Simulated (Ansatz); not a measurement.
# NaAs+ (quartet): from Hartree-Fock to the top rungs, cc-pVDZ

Aim: climb from Hartree-Fock through coupled cluster for NaAs+ (quartet) at one geometry and basis, and see what each rung misses.

The runs use Ansatz 0.2.0, Gaussian basis; cc-pVDZ, core rule «outside noble gas», up to 19 orbitals frozen.

The runs, in order: UHF; CCSD(T) on ROHF; CCSD(T) on UHF; BCCD(T) on ROHF; CISD as a restricted active space (open shells left free, so some higher excitations enter); CCSDT(Q) on ROHF; CCSDT(Q) on UHF; CISDTQ; Full CI.

25 further runs of the same task are left out: 11 for a known fault of the program, 5 that didn't finish, 9 set aside as unsound or not needed. Runs told in other sessions of the task aren't counted.

## Step 1: What is computed

The geometry is a PBE0/def2-TZVP stationary point (not a proven minimum) of the parent state, kept for this charge and spin. No spin-orbit coupling is included. The filled d shell of As may be among the frozen orbitals whatever the setting's name suggests.

2 atoms, charge 1, spin multiplicity 4.

Atoms are counted from 1 here; the program's logs count them from 0.

Bond lengths: As1–Na2 2.734 Å.

Coordinates:

```xyz
2

As    0.00000    0.00000    0.00000
Na    0.00000    0.00000    2.73430
```

## Step 2: UHF

The input, in.yaml:

```yaml
crystal:
  periodic: [false, false, false]
  atoms:
    - {symbol: As, position_ang: [0.000000, 0.000000, 0.000000]}
    - {symbol: Na, position_ang: [0.000000, 0.000000, 2.734300]}
basis:
  gaussian: {orbitals: cc-pVDZ}
total_charge: 1
magnetization: {spin_polarized: true, initial_magnetization: 3}
hamiltonian: {xc: hf}
output: {orbitals: {seedname: orbitals}}
```

Started as:

```console
$ ansatz run in.yaml --threads 1 --pin off --events-out ev --progress --plain --max-ram 2393MiB
```

Further steps of the session: CCSD(T) on ROHF; CCSD(T) on UHF; BCCD(T) on ROHF; CISD as a restricted active space (open shells left free, so some higher excitations enter); CCSDT(Q) on ROHF; CCSDT(Q) on UHF; CISDTQ; Full CI.

Q: Predict the results of all the runs planned. Wanted: FCI from the RHF energy; RMP2 from FCI; UMP2 from FCI; RCCSD from FCI; RCCSD(T) from FCI; UCCSD(T) from FCI; RCCSDT(Q) from FCI; UCCSDT(Q) from FCI; T1 diagnostic.

**Answer**, as computed:

| quantity | value |
| --- | --- |
| FCI from the ROHF energy | -1.9489 eV |
| RMP2 from FCI | +437.8 meV |
| UMP2 from FCI | +422.7 meV |
| RCCSD from FCI | +33.5 meV |
| RCCSD(T) from FCI | +8.6 meV |
| UCCSD(T) from FCI | -8.0 meV |
| RCCSDT(Q) from FCI | +0.5 meV |
| UCCSDT(Q) from FCI | -16.1 meV |
| levels within 1 kcal/mol (43 meV) | RCCSD, UCCSD, RCCSD(T), UCCSD(T), BCCD(T), RCCSDT, UCCSDT, CISDTQ, RCCSDT(Q), UCCSDT(Q) |
| T1 diagnostic | 0.006 |
| effectively unpaired electrons | 3.01 |

**Reading.** RCCSD(T) misses by +8.6 meV, 0.4 % of the correlation energy. UCCSD(T), UCCSDT, UCCSDT(Q) fall below full CI: unrestricted runs freeze a spin-polarised core, another one than full CI's, and coupled cluster isn't variational. One determinant dominates. These misses are within one basis, not against nature; the frozen cores of restricted and unrestricted runs differ, which can shift their rows.

Levels on UHF freeze UHF's core orbitals, full CI those of ROHF, so the U rows can settle a little off it for that reason alone.

With open shells the CI space here admits some higher excitations, so it is larger than plain CISD.
